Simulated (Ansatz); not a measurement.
# SiNi2: the cost of one run

Method: DFT PBEsol, scalar-relativistic, plane waves, PAW, in Ansatz 0.2.0.

## (1) The structure to begin with

The structure is orthorhombic, space group Pnma (No. 62). The conventional cell has a = 4.990 Å, b = 3.720 Å, c = 7.030 Å, α = 90.00°, β = 90.00°, γ = 90.00°. Si (site symmetry m) is surrounded by 10 Ni at 2.28 to 2.71 Å. Ni (site symmetry m) has 5 Si at 2.34 to 2.57 Å and 8 Ni at 2.53 to 2.71 Å as nearest neighbours. Ni (site symmetry m) has 5 Si at 2.28 to 2.71 Å and 8 Ni at 2.53 to 2.71 Å as nearest neighbours.

Structure file:

```
CELL_PARAMETERS angstrom
4.99000 0.00000 0.00000
0.00000 3.72000 0.00000
0.00000 0.00000 7.03000
ATOMIC_POSITIONS crystal
Si 0.28600 0.75000 0.61400
Si 0.71400 0.25000 0.38600
Si 0.21400 0.25000 0.11400
Si 0.78600 0.75000 0.88600
Ni 0.95800 0.75000 0.20300
Ni 0.04200 0.25000 0.79700
Ni 0.54200 0.25000 0.70300
Ni 0.45800 0.75000 0.29700
Ni 0.82500 0.75000 0.56300
Ni 0.17500 0.25000 0.43700
Ni 0.67500 0.25000 0.06300
Ni 0.32500 0.75000 0.93700
```

The structure rests on an entry of the Crystallography Open Database; cell or positions may have been set otherwise for this series.

## (2) Relaxing cell and atoms: SiNi2, no spin

File input.yaml:

```yaml
crystal:
  lattice:
    - [4.99, 0.0, 0.0]
    - [0.0, 3.72, 0.0]
    - [0.0, 0.0, 7.03]
  atoms:
    - { symbol: Si, position: [0.286, 0.75, 0.614] }
    - { symbol: Si, position: [0.714, 0.25, 0.386] }
    - { symbol: Si, position: [0.214, 0.25, 0.114] }
    - { symbol: Si, position: [0.786, 0.75, 0.886] }
    - { symbol: Ni, position: [0.958, 0.75, 0.203] }
    - { symbol: Ni, position: [0.042, 0.25, 0.797] }
    - { symbol: Ni, position: [0.542, 0.25, 0.703] }
    - { symbol: Ni, position: [0.458, 0.75, 0.297] }
    - { symbol: Ni, position: [0.825, 0.75, 0.563] }
    - { symbol: Ni, position: [0.175, 0.25, 0.437] }
    - { symbol: Ni, position: [0.675, 0.25, 0.063] }
    - { symbol: Ni, position: [0.325, 0.75, 0.937] }
scf:
  occupations: { method: gaussian, width: 0.1 }
output:
  forces: true
  stress: true
  eigenvalues: true
  write_density: true
  write_potential: true
  elf: true
  volumetric_format: npy
kpoints:
  mp_grid: { grid: [10, 12, 6] }
hamiltonian:
  xc: pbesol
relax:
  f_tol: 0.003
  max_steps: 60
  cell: { stress_tol: 0.02 }
```

Started as:

```sh
> ansatz run input.yaml --threads 8 --pin off --max-ram 24576MiB --backend cpu --events-out ev --progress --plain --runs-dir out
```

Q: Estimate wall time and peak memory on 8 threads of Intel Xeon Platinum 8259CL at 2.50GHz (Skylake/Cascade Lake), shared host.

About 2 min, with a peak of 2 GiB.
